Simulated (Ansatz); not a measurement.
# C₂H₈OSi₂: one species, many methods

Aim: compute C₂H₈OSi₂ with functionals from several rungs and with coupled cluster. The yardstick is the atomisation energy at the CCSD(T) limit.

Program: Ansatz 0.2.0, Gaussian basis. Level of theory: functionals in def2-TZVPP, the program's frozen cores in correlated methods. These are calculated values, not measurements.

Levels to be run: LDA (SPW92), PBE-D4, revPBE-D4, BLYP-D4, r2SCAN-D4, B97M-V, PBE0-D4, B3LYP-D4, r2SCANh-D4, r2SCAN0-D4, HSE06-D4, BHLYP-D4, CAM-B3LYP-D4, LC-ωPBE, ωB97X-V, ωB97M-V, B2PLYP, PBE-QIDH; CCSD(T)/def2-SVP; CCSD(T)/def2-TZVPP; MP2/def2-QZVPP; extrapolation to the limit; RPA on PBE.

### 1 The relaxed structure

An earlier PBE0-D4 in a triple-zeta def2 set relaxation fixed the geometry.

SMILES `CC[Si]O[SiH3]`, 13 atoms, charge 0, spin multiplicity 1.

Atoms are counted from 1 here; the program's logs count them from 0.

Bond lengths: C1–C2 1.531 Å, C1–H6 1.093 Å, C1–H7 1.094 Å, C1–H8 1.093 Å, C2–Si3 1.908 Å, C2–H9 1.099 Å, C2–H10 1.096 Å, Si3–O4 1.651 Å, O4–Si5 1.643 Å, Si5–H11 1.488 Å, Si5–H12 1.485 Å, Si5–H13 1.483 Å. Angles: C2–C1–H6 111.9°, C2–C1–H7 111.8°, C2–C1–H8 111.7°, H6–C1–H7 107.1°, H6–C1–H8 107.1°, H7–C1–H8 107.1°, C1–C2–Si3 112.2°, C1–C2–H9 110.2°, C1–C2–H10 110.1°, Si3–C2–H9 109.0°, Si3–C2–H10 108.4°, H9–C2–H10 106.6°, C2–Si3–O4 101.1°, Si3–O4–Si5 150.4°, O4–Si5–H11 111.0°, O4–Si5–H12 109.2°, O4–Si5–H13 108.6°, H11–Si5–H12 109.1° and more.

### 2 LDA

This LDA is Slater exchange with PW92 correlation.

Contents of in.yaml:

```yaml
crystal:
  periodic: [false, false, false]
  atoms:
    - {symbol: C, position_ang: [-1.665859, -0.121452, -0.053591]}
    - {symbol: C, position_ang: [-0.779740, -1.127987, 0.685140]}
    - {symbol: Si, position_ang: [0.400619, -0.280153, 1.921523]}
    - {symbol: O, position_ang: [1.392846, 0.549284, 0.895643]}
    - {symbol: Si, position_ang: [1.877233, 0.926669, -0.627834]}
    - {symbol: H, position_ang: [-1.076748, 0.568099, -0.664496]}
    - {symbol: H, position_ang: [-2.254638, 0.486759, 0.640169]}
    - {symbol: H, position_ang: [-2.372407, -0.619352, -0.722386]}
    - {symbol: H, position_ang: [-0.187120, -1.710718, -0.033304]}
    - {symbol: H, position_ang: [-1.400323, -1.844699, 1.234591]}
    - {symbol: H, position_ang: [1.474540, -0.131979, -1.592374]}
    - {symbol: H, position_ang: [1.257318, 2.214020, -1.031616]}
    - {symbol: H, position_ang: [3.354677, 1.056809, -0.636566]}
basis:
  gaussian: {orbitals: def2-TZVPP}
hamiltonian: {xc: lda}
output: {orbitals: {seedname: orbitals}}
```

After this run come: PBE-D4 (GGA); revPBE-D4 (GGA); BLYP-D4 (GGA); r2SCAN-D4 (meta-GGA); B97M-V (meta-GGA); PBE0-D4 (hybrid); B3LYP-D4 (hybrid); r2SCANh-D4 (hybrid); r2SCAN0-D4 (hybrid); HSE06-D4 (hybrid); BHLYP-D4 (hybrid); CAM-B3LYP-D4 (range-separated); LC-ωPBE-D4 (range-separated); ωB97X-V (range-separated); ωB97M-V (range-separated); B2PLYP (double hybrid); PBE-QIDH (double hybrid); CCSD(T) in def2-SVP; CCSD(T) in def2-TZVPP; MP2 in def2-QZVPP; RPA on PBE orbitals.

Q: Predict the results of all the runs planned. Wanted: atomisation energy, CCSD(T)/CBS; farthest beyond LDA; mean size of error, GGA; mean size of error, meta-GGA; mean size of error, hybrid; mean size of error, range-separated; mean size of error, double hybrid; gap, smallest and largest; T1 diagnostic.

**Answer**, as computed:

```
                               quantity                                                                value
        atomisation energy, CCSD(T)/CBS                                                        4756.8 kJ/mol
 functionals within 23.8 kJ/mol (0.5 %)  PBE-D4, r2SCAN-D4, B97M-V, B3LYP-D4, CAM-B3LYP-D4, ωB97X-V, ωB97M-V
                    farthest beyond LDA                                             BHLYP-D4 (-105.5 kJ/mol)
                mean size of error, GGA                                                          41.2 kJ/mol
           mean size of error, meta-GGA                                                          10.3 kJ/mol
             mean size of error, hybrid                                                          48.1 kJ/mol
    mean size of error, range-separated                                                          22.3 kJ/mol
      mean size of error, double hybrid                                                          59.1 kJ/mol
              gap, smallest and largest                             2.25 eV (LDA (SPW92)), 9.00 eV (LC-ωPBE)
                          T1 diagnostic                                                               0.0128
triples share of the correlation energy                                                                3.7 %
```

What this shows: The LDA atomisation energy is off by 577.3 kJ/mol (12 %): it overbinds. PBE-D4 misses by +17.9 kJ/mol. Double hybrids carry the basis error of their MP2 part in triple zeta, and no dispersion term here, so their miss is partly the set-up's. The rungs meta-GGA, range-separated miss on average by less than the doubt on the reference (23.8 kJ/mol), so they tie. The reference freezes the cores and leaves out relativity and excitations past (T), so misses under about 23.8 kJ/mol can't be ranked. Hartree-Fock recovers 75 % of the binding; the rest is correlation. CCSD(T) in def2-SVP is off by -286.1 kJ/mol, more than most functionals: a good method in a small basis is no reference. Orbital gaps span 2.3 to 9.0 eV; exact exchange widens them. The restricted reference is unstable towards a spin-broken one.
